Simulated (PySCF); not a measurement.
# C5H12SeSi: magnetic properties

What do calculations give for the magnetic properties of C5H12SeSi (`C=C[SiH2][Se]C(C)C`)?

Computed with PySCF 2.14.0 and routines of our own; the level stands in each step. Atoms count from 0.

### Step 1. The starting structure

19 atoms, charge 0, multiplicity 1; geometry from: GFN2-xTB.

### Step 2. Magnetic properties: GIAO HF/pcSseg-1

What the job is given:

```
{"job": {"kind": "mag", "xc": "HF", "basis": "pcSseg-1", "isotopologues": 2}, "charge": 0, "multiplicity": 1}
C      3.673883    -0.574102    -0.625323
C      3.215353     0.660914    -0.510845
Si     1.406509     1.091785    -0.248224
Se     0.276534    -0.871111     0.020142
C     -1.543486    -0.112063     0.362970
C     -2.209256     0.257668    -0.948364
C     -2.353886    -1.126469     1.148346
H      3.007959    -1.425058    -0.564820
H      4.717334    -0.802135    -0.780950
H      3.904675     1.492366    -0.574870
H      0.870891     1.826945    -1.401058
H      1.208802     1.901520     0.959458
H     -1.368425     0.782318     0.968550
H     -2.343097    -0.629295    -1.565249
H     -1.611958     0.978831    -1.503478
H     -3.188104     0.695732    -0.757028
H     -3.338190    -0.719874     1.377627
H     -1.854036    -1.379148     2.081916
H     -2.481305    -2.039574     0.568904
```

Level: GIAO HF/pcSseg-1 magnetisability, rotational g tensor and spin-rotation constants, non-relativistic, gas phase.

The run is started by

```bash
OMP_NUM_THREADS=1 python excited_run.py task.json out
```

This one command runs all jobs of the session in turn.

Output:

```text
final grid: 145504 points
cycle   1  E = -2884.6797266438  dE = -2.947e-02  |g| = 5.728e-01  |ddm| = 3.760e+00
cycle   2  E = -2884.7629891377  dE = -8.326e-02  |g| = 2.045e-01  |ddm| = 6.737e-01
cycle   3  E = -2884.7734120200  dE = -1.042e-02  |g| = 6.979e-02  |ddm| = 2.569e-01
cycle   4  E = -2884.7751743607  dE = -1.762e-03  |g| = 2.225e-02  |ddm| = 9.876e-02
cycle   5  E = -2884.7753095780  dE = -1.352e-04  |g| = 3.831e-03  |ddm| = 2.749e-02
cycle   6  E = -2884.7753190639  dE = -9.486e-06  |g| = 1.325e-03  |ddm| = 9.210e-03
cycle   7  E = -2884.7753203306  dE = -1.267e-06  |g| = 4.693e-04  |ddm| = 3.793e-03
cycle   8  E = -2884.7753204709  dE = -1.403e-07  |g| = 1.538e-04  |ddm| = 1.154e-03
cycle   9  E = -2884.7753204871  dE = -1.625e-08  |g| = 3.921e-05  |ddm| = 4.588e-04
cycle  10  E = -2884.7753204883  dE = -1.200e-09  |g| = 1.262e-05  |ddm| = 1.246e-04
cycle  11  E = -2884.7753204884  dE = -9.504e-11  |g| = 4.109e-06  |ddm| = 3.228e-05
converged SCF energy = -2884.7753204884

Magnetisability tensor (1e-30 J/T^2)
    -1705.35       46.60       -6.94
       46.60    -1606.04       35.65
       -6.94       35.65    -1806.50
isotropic -1705.96   principal values   -1814.82  -1719.71  -1583.35
isotropic susceptibility -102.735 1e-6 cm^3/mol

Inertial axes            a          b          c
rot. const./GHz      3.2580     0.8073     0.7102
chi total          -101.685   -100.191   -106.331
chi diamagnetic    -520.528  -1667.607  -1860.977
chi paramagnetic    418.843   1567.416   1754.646
quadrupole/D A       10.061     -2.499     -7.562
g nuclear            0.6116     0.5894     0.5841
g electronic        -0.6411    -0.5944    -0.5855
g total             -0.0295    -0.0051    -0.0014

Spin-rotation constants (kHz, H = +C I.J)
atom  isotope        aa         bb         cc
  7     1H        0.031     -0.022     -0.074
  8     1H        0.256     -0.068     -0.078
  9     1H        0.098     -0.032     -0.078
 10     1H       -0.270     -0.009     -0.029
 11     1H       -0.266     -0.066      0.020
 12     1H       -0.299     -0.053     -0.016
 13     1H       -0.363     -0.055     -0.013
 14     1H       -0.104     -0.046     -0.073
 15     1H       -0.052     -0.064     -0.076
 16     1H       -0.049     -0.064     -0.076
 17     1H       -0.324     -0.055     -0.019
 18     1H       -0.353     -0.048     -0.024
  0    13C*       1.732      0.243      0.099
  1    13C*       1.613      0.245      0.086
  2   29Si*      -1.640     -0.449     -0.407
  3   77Se*       1.623      1.134      0.927
  4    13C*       0.498      0.118      0.113
  5    13C*       0.493      0.118      0.101
* in the singly substituted isotopologue

Isotopologues: g along a, b, c
2H    at 7,8,9,10,11,12    -0.0237    -0.0043    -0.0013
13C   at 0                 -0.0293    -0.0050    -0.0014
```

Run time: 42 s. Hardware: 1 thread of Arm Neoverse V2, shared host; peak memory 1 GiB.

Key values:

```tsv
quantity	value
magnetisability	-1706·10⁻³⁰ J/T²
molar susceptibility	-102.7·10⁻⁶ cm³/mol
rotational g (a, b, c)	-0.0295, -0.0051, -0.0014
```

Orbitals, density, ELF and potential are computed afterwards from the orbital file.

Frontier orbitals at HF/pcSseg-1, with the share of their density that lies nearest to each atom:

```tsv
orbital	energy (eV)	lies on
HOMO	-8.89	Se3 81 %
LUMO	3.39	Se3 16 %; Si2 10 %; H10, H11 about 10 % each
```

ELF in a plane through or near 7 of the atoms.

Ten even steps from ' ' (0.00) to '@' (1.00):
```
                                                        
                                                        
                      ::..                              
                  ..##@@%%..    ::                      
                  --@@@@@@::  %%@@--  ::::              
                  ..@@@@@@::..@@@@##++@@@@++            
              ..    %%@@@@..::@@@@%%%%@@@@%%            
          ..::--::..==##==    %%@@::##@@@@**            
          ..==****==..::==--....++--==++==              
          ..++%%**--..++####++::==##--..                
        --==++%%++..  ++##--==++----                    
      ##@@@@++..++..  ====++::**--..::--..              
      @@@@@@%%++@@@@  ==++::::++..::@@@@##              
      %%@@@@##%%@@@@  --######==  ==@@@@@@..            
      ::%%**::**@@@@  ::##%%##--  --@@@@@@..            
                --..  ..==++==..    ++**--              
                          ....                          
                                                        
                                                        
                                                        
```
The map spans 14.5 Å across and 9.3 Å up, centred on the molecule. Atoms in the plane (x, y in Å): C0 (-3.6, -0.9), C5 (2.0, 1.0), H7 (-2.9, -1.5), H8 (-4.6, -1.2), H14 (1.3, 1.8), H15 (3.0, 1.5), H18 (2.8, -1.6).

log10 of the density (e/Å³) in the same plane.

Ten even steps from '0' (-4.0) to '9' (1.1):
```
0000000000000000000000000000
0000000000111000000000000000
0000000012233211221100000000
0000000023444323333221000000
0000001123555435554432100000
0000122334666556766653200000
0000234445666557877764200000
0001345555666556798864200000
0002356666566656787753200000
0002456776566766777643210000
0013567776567877666543210000
0024678876567987666654310000
0024788887567986567764310000
0024677776556776567864310000
0013455665455665456653210000
0001233443334444334442100000
0000112222123332223321000000
0000000000011211111110000000
0000000000000000000000000000
0000000000000000000000000000
```
The map spans 14.5 Å across and 9.3 Å up, centred on the molecule. Atoms in the plane (x, y in Å): C0 (-3.6, -0.9), C5 (2.0, 1.0), H7 (-2.9, -1.5), H8 (-4.6, -1.2), H14 (1.3, 1.8), H15 (3.0, 1.5), H18 (2.8, -1.6).

On the surface of density 0.002 e/bohr³ the electrostatic potential runs, from the 1st to the 99th percentile, from -1.09 V near Se3 to 1.20 V near H9.

### Step 3. Magnetic properties: GIAO PBE/pcSseg-1

The job, as its differences from that of step 2:

```diff
@@ -1,2 +1,2 @@
-{"job": {"kind": "mag", "xc": "HF", "basis": "pcSseg-1", "isotopologues": 2}, "charge": 0, "multiplicity": 1}
+{"job": {"kind": "mag", "xc": "PBE", "basis": "pcSseg-1", "scf": {"guess": "1e", "max_cycle": 87}}, "charge": 0, "multiplicity": 1}
 C      3.673883    -0.574102    -0.625323
```

Level: GIAO PBE/pcSseg-1 magnetisability, rotational g tensor and spin-rotation constants, non-relativistic, gas phase.

Output:

```text
final grid: 145504 points
cycle   1  E = -2310.8238464953  dE = -5.413e+01  |g| = 3.561e+01  |ddm| = 8.462e+01
cycle   2  E = -2404.4217344584  dE = -9.360e+01  |g| = 4.417e+01  |ddm| = 8.096e+01
cycle   3  E = -2743.4303047926  dE = -3.390e+02  |g| = 2.525e+01  |ddm| = 3.988e+01
cycle   4  E = -2858.4470600665  dE = -1.150e+02  |g| = 8.064e+00  |ddm| = 6.086e+01
cycle   5  E = -2815.9752542794  dE =  4.247e+01  |g| = 1.152e+01  |ddm| = 5.545e+01
cycle   6  E = -2865.2515957623  dE = -4.928e+01  |g| = 6.838e+00  |ddm| = 2.518e+01
cycle   7  E = -2869.6834576941  dE = -4.432e+00  |g| = 6.120e+00  |ddm| = 3.279e+01
cycle   8  E = -2887.3566892310  dE = -1.767e+01  |g| = 1.124e+00  |ddm| = 3.003e+01
cycle   9  E = -2887.0976560697  dE =  2.590e-01  |g| = 1.492e+00  |ddm| = 2.598e+00
cycle  10  E = -2887.6989302338  dE = -6.013e-01  |g| = 3.419e-01  |ddm| = 1.370e+00
cycle  11  E = -2887.7162125650  dE = -1.728e-02  |g| = 2.137e-01  |ddm| = 4.520e-01
cycle  12  E = -2887.7279589672  dE = -1.175e-02  |g| = 4.484e-02  |ddm| = 2.128e-01
cycle  13  E = -2887.7284002319  dE = -4.413e-04  |g| = 2.078e-02  |ddm| = 9.335e-02
cycle  14  E = -2887.7285345166  dE = -1.343e-04  |g| = 5.261e-03  |ddm| = 3.537e-02
cycle  15  E = -2887.7285406976  dE = -6.181e-06  |g| = 2.184e-03  |ddm| = 7.843e-03
cycle  16  E = -2887.7285418488  dE = -1.151e-06  |g| = 6.695e-04  |ddm| = 2.693e-03
cycle  17  E = -2887.7285419776  dE = -1.288e-07  |g| = 1.420e-04  |ddm| = 9.422e-04
cycle  18  E = -2887.7285419830  dE = -5.356e-09  |g| = 5.009e-05  |ddm| = 1.983e-04
cycle  19  E = -2887.7285419836  dE = -5.662e-10  |g| = 2.325e-05  |ddm| = 8.169e-05
converged SCF energy = -2887.7285419836

Magnetisability tensor (1e-30 J/T^2)
    -1626.84       45.70       -5.53
       45.70    -1513.93       41.92
       -5.53       41.92    -1729.46
isotropic -1623.41   principal values   -1739.17  -1639.34  -1491.72
isotropic susceptibility -97.764 1e-6 cm^3/mol

Inertial axes            a          b          c
rot. const./GHz      3.2580     0.8073     0.7102
chi total           -96.997    -94.915   -101.381
chi diamagnetic    -518.576  -1665.877  -1859.463
chi paramagnetic    421.579   1570.963   1758.082
quadrupole/D A        9.688     -2.495     -7.193
g nuclear            0.6116     0.5894     0.5841
g electronic        -0.6453    -0.5958    -0.5866
g total             -0.0336    -0.0064    -0.0026

Spin-rotation constants (kHz, H = +C I.J)
atom  isotope        aa         bb         cc
  7     1H        0.033     -0.017     -0.072
  8     1H        0.260     -0.063     -0.077
  9     1H        0.097     -0.025     -0.076
 10     1H       -0.247     -0.004     -0.025
 11     1H       -0.243     -0.062      0.024
 12     1H       -0.288     -0.048     -0.009
 13     1H       -0.367     -0.054     -0.010
 14     1H       -0.092     -0.043     -0.073
 15     1H       -0.036     -0.062     -0.075
 16     1H       -0.036     -0.062     -0.076
 17     1H       -0.320     -0.054     -0.016
 18     1H       -0.351     -0.047     -0.021
  0    13C*       1.662      0.273      0.116
  1    13C*       1.580      0.277      0.107
  2   29Si*      -1.843     -0.502     -0.467
  3   77Se*       2.540      1.399      1.184
  4    13C*       0.598      0.148      0.140
  5    13C*       0.571      0.135      0.114
* in the singly substituted isotopologue
```

Wall time 75 s (1 thread of Arm Neoverse V2, shared host); peak memory 0.8 GiB.

Despite a poor start guess, the SCF converged in 19 cycles.

From this job:

```tsv
quantity	value
magnetisability	-1623·10⁻³⁰ J/T²
molar susceptibility	-97.8·10⁻⁶ cm³/mol
rotational g (a, b, c)	-0.0336, -0.0064, -0.0026
```

### Step 4. The levels compared

```tsv
level	ξ (10⁻³⁰ J/T²)	g(a)	g(b)	gap (eV)	functions	time
GIAO HF/pcSseg-1	-1706	-0.0295	-0.0051	12.28	210	42 s
GIAO PBE/pcSseg-1	-1623	-0.0336	-0.0064	3.83	210	75 s
```

### Step 5. Summary of results

| quantity | value |
| --- | --- |
| magnetisability (step 2, GIAO HF/pcSseg-1) | -1706·10⁻³⁰ J/T² |
| molar susceptibility (step 2, GIAO HF/pcSseg-1) | -102.7·10⁻⁶ cm³/mol |
| rotational g (a, b, c) (step 2, GIAO HF/pcSseg-1) | -0.0295, -0.0051, -0.0014 |
| surface potential, 1st and 99th percentile | -1.09 V and 1.20 V |
| magnetisability over the levels | -1706 to -1623·10⁻³⁰ J/T² |

What this shows: Steps that list no spin-orbit terms leave them out, which matters at and beside the heavy atoms. The magnetisability spreads by 5.0 % over 2 levels, from GIAO HF/pcSseg-1 (42 s) to GIAO PBE/pcSseg-1 (75 s); the runs took 42 s to 75 s. Two levels can agree by chance, so this spread shows no convergence. Vibrational averaging and real surroundings are missing from these values.
